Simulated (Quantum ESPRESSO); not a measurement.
# WSe3 in Quantum ESPRESSO: the effect of dispersion

Crystal: WSe3.

```
CELL_PARAMETERS angstrom
2.68514 0.00000 0.00000
0.00000 2.68514 0.00000
0.00000 0.00000 13.19359
ATOMIC_POSITIONS crystal
W 0.00000 0.00000 0.00000
Se 0.00000 0.00000 0.19692
Se 0.00000 0.00000 0.50000
Se 0.00000 0.00000 0.80308
```

The cell was built by a generator and needn't be a form met in nature.

Alike in all runs:

| Quantity | Value |
| --- | --- |
| Program | Quantum ESPRESSO 7.5 |
| Task | phonons |
| Potentials or basis | JTH 2.0 PBE |
| Cutoff | 707 eV |
| Density cutoff | 4245 eV |
| k mesh | 8 × 8 × 2, shifted |
| Occupations | fermi-dirac, width 0.05 eV |
| Spin | no spin polarisation |

Each run relaxes the cell or the atoms first.

| dispersion | functional | relaxed volume (Å³/atom) | highest phonon frequency (cm⁻¹) |
| --- | --- | --- | --- |
| none | PBE | 23.78 | 188 |
| D2 | PBE | 21.49 | 204 |
| D3(BJ) two-body | PBE | 21.18 | 190 |
| rVV10 | rPW86PBE | 22.84 | 175 |
| rev-vdW-DF2 | rev-vdW-DF2 | ? | ? |

Q: What does the run with dispersion rev-vdW-DF2 give?

A: Relaxed volume 21.84 Å³/atom; highest phonon frequency 186 cm⁻¹.

Caveats: the mesh is thin for the phonons of a metal; the potentials were made for another functional, which shifts forces and pressure (some runs); the layers were relaxed without a dispersion term, so their spacing and the soft interlayer modes are unreliable (some runs); this functional lacks dispersion, which binds the layers, so the pressure and a relaxed spacing across them are unreliable (some runs).
